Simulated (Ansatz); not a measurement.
# WSi2: the cost of one run

Program: Ansatz 0.2.0. Level of theory: DFT r²SCAN, scalar-relativistic, plane waves, PAW. These are calculated values, not measurements.

### Step 1. The starting structure

The structure is tetragonal, space group I4/mmm (No. 139). The conventional cell has a = 3.211 Å, b = 3.211 Å, c = 7.805 Å, α = 90.00°, β = 90.00°, γ = 90.00°. Si (site symmetry 4mm) has 5 Si at 2.58 to 2.63 Å and 5 W at 2.61 Å as nearest neighbours. W (site symmetry 4/mmm) has 10 Si at 2.61 Å as nearest neighbours.

Structure file:

```cif
data_structure
_symmetry_space_group_name_H-M 'P 1'
_symmetry_Int_Tables_number 1
_cell_length_a 4.5149
_cell_length_b 4.5149
_cell_length_c 4.5149
_cell_angle_alpha 138.336
_cell_angle_beta 138.336
_cell_angle_gamma 60.389
_cell_volume 40.24
loop_
_atom_site_label
_atom_site_type_symbol
_atom_site_fract_x
_atom_site_fract_y
_atom_site_fract_z
_atom_site_occupancy
Si1 Si 0.33479 0.33479 0.00000 1
Si2 Si 0.66521 0.66521 0.00000 1
W1 W 0.00000 0.00000 0.00000 1
```

An earlier run at r²SCAN left this cell at 13.414 Å³/atom and 0.00 GPa (18×18×18 mesh).

### Step 2. Field gradients and densities at the nuclei

input.yaml

```yaml
crystal:
  lattice:
    - [-1.6056357637, 1.6056357637, 3.902299949]
    - [1.6056357637, -1.6056357637, 3.902299949]
    - [1.6056357637, 1.6056357637, -3.902299949]
  atoms:
    - { symbol: Si, position: [0.3347874975, 0.3347874975, 0.0] }
    - { symbol: Si, position: [0.6652125025, 0.6652125025, 0.0] }
    - { symbol: W, position: [0.0, 0.0, 0.0] }
basis:
  ecutwfc: 500
  ecutrho_ratio: 4
kpoints:
  mp_grid: { grid: [18, 18, 18] }
hamiltonian:
  xc: r2scan
scf:
  occupations: { method: gaussian, width: 0.05 }
output:
  forces: true
  stress: true
  eigenvalues: true
  efg: { contact_densities: true }
```

The run is started by

```sh
ansatz run input.yaml --threads 1 --pin off --max-ram 2560MiB --backend cpu --events-out ev --progress --plain --runs-dir out
```

What time and memory should one allow on 1 thread of Intel Xeon Platinum 8488C (Sapphire Rapids), shared host?

About 34 s, with a peak of 0.84 GiB.
